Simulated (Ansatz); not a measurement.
Crystal: TaTl.

```
CELL_PARAMETERS angstrom
3.62212 0.00000 0.00000
0.00000 3.62212 0.00000
0.00000 0.00000 3.62212
ATOMIC_POSITIONS crystal
Ta 0.00000 0.00000 0.00000
Tl 0.50000 0.50000 0.50000
```

The cell was built by a generator and needn't be a form met in nature.

- Program: Ansatz 0.2.0
- Task: relaxation of cell and atoms
- Functional: LDA
- Potentials or basis: Ansatz PAW
- Cutoff: 420 eV (not typed: the program's choice for these potentials)
- k mesh: 5 × 5 × 5
- Occupations: fermi-dirac, width 0.05 eV
- Spin: no spin polarisation

At the start: volume 23.76 Å³/atom.

Task: Where does the relaxation end?

Result: It ends after 6 steps and the volume is 19.11 Å³/atom (-19.6 %); space group Pm-3m (No. 221, to 0.05 Å).

The path:
```
step  energy change (eV)  largest force (eV/Å)  volume (Å³)
   1              0.0000                0.0000        47.52
   2             -0.6390                0.0000        40.90
   3             -0.6906                0.0000        36.72
   4             -0.7199                0.0000        38.41
   5             -0.7205                0.0000        38.21
   6             -0.7189                0.0000        38.21
```

Final structure:
```yaml
crystal:
  lattice:
    - [3.36816, 0.00000, 0.00000]
    - [0.00000, 3.36816, 0.00000]
    - [0.00000, 0.00000, 3.36816]
  atoms:
    - { symbol: Ta, position: [0.00000, 0.00000, 0.00000] }
    - { symbol: Tl, position: [0.50000, 0.50000, 0.50000] }
```

Caveat: the volume moved by over 15 % at a fixed basis, so the end points are rough; the plane-wave basis is chosen anew once the cell has moved, so the energies of steps on either side of that aren't comparable; the PAW data sets come from PBE, with cores solved anew for the run's functional, which leaves a small shift of forces and pressure.
